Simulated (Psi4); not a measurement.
# UTPSSh-D3(BJ)/def2-SVP (density fitting) run of C2H5BN (SMILES B[N]C=C)

Wanted: a geometry optimisation of C2H5BN. 

The results are computed with Psi4 1.11.

## (1) The molecule

The species is C2H5BN (9 atoms), meant as a doublet with charge 0. As SMILES, `B[N]C=C`. The coordinates come from a PBE0-D4/def2-TZVP relaxation. The run starts from this shape.

Bond lengths: B1–N2 1.342 Å, N2–C3 1.284 Å, C3–C4 1.392 Å, B1–H5 1.202 Å, B1–H6 1.202 Å, C3–H7 1.093 Å, C4–H8 1.082 Å, C4–H9 1.083 Å. Angles: B1–N2–C3 179.9°, N2–C3–C4 123.6°, N2–B1–H5 119.4°, N2–B1–H6 119.4°, N2–C3–H7 118.2°, C4–C3–H7 118.1°, C3–C4–H8 120.6°, C3–C4–H9 120.2°, H5–B1–H6 121.3°, H8–C4–H9 119.2°.

## (2) A geometry optimisation at UTPSSh-D3(BJ)/def2-SVP (density fitting)

The input, c2h5bn.inp:

```
memory 1600 MB

molecule system {
  0 2
  B     -0.864600     1.674800    -0.110400
  N     -0.486400     0.387700    -0.106200
  C     -0.126200    -0.844400    -0.102100
  C      1.161000    -1.270600     0.212300
  H     -1.300900     2.164000     0.896800
  H     -0.758900     2.316900    -1.120700
  H     -0.871400    -1.601800    -0.359600
  H      1.410600    -2.323300     0.200400
  H      1.925400    -0.549500     0.472300
  units angstrom
}

set {
  reference uks
  geom_maxiter 60
}

result, w = optimize('tpssh-d3bj2b/def2-SVP', return_wfn=True)
```

Command:

```sh
$ psi4 c2h5bn.inp c2h5bn.out -n 1
```

Q: Predict the results. Wanted: total energy at the end; dipole moment; HOMO energy; LUMO energy; dispersion energy; ⟨S²⟩.

**Answer.** As computed:

At UTPSSh-D3(BJ)/def2-SVP (density fitting):

| quantity | value |
| --- | --- |
| total energy at the end | -158.68907 Eh |
| dipole moment | 2.47 D |
| HOMO energy (highest over α and β) | -6.16 eV |
| LUMO energy (lowest over α and β) | -3.48 eV |
| dispersion energy | -15.43 kJ/mol |
| ⟨S²⟩ | 0.779 |

What this shows: At the final geometry: Bond lengths: B1–N2 1.353 Å, N2–C3 1.293 Å, C3–C4 1.404 Å, B1–H5 1.212 Å, B1–H6 1.212 Å, C3–H7 1.103 Å, C4–H8 1.092 Å, C4–H9 1.093 Å. Angles: B1–N2–C3 180.0°, N2–C3–C4 123.9°, N2–B1–H5 119.5°, N2–B1–H6 119.5°, N2–C3–H7 118.2°, C4–C3–H7 117.9°, C3–C4–H8 120.5°, C3–C4–H9 120.3°, H5–B1–H6 121.0°, H8–C4–H9 119.1°. The optimisation took 7 steps and changed the energy by -0.018 eV.
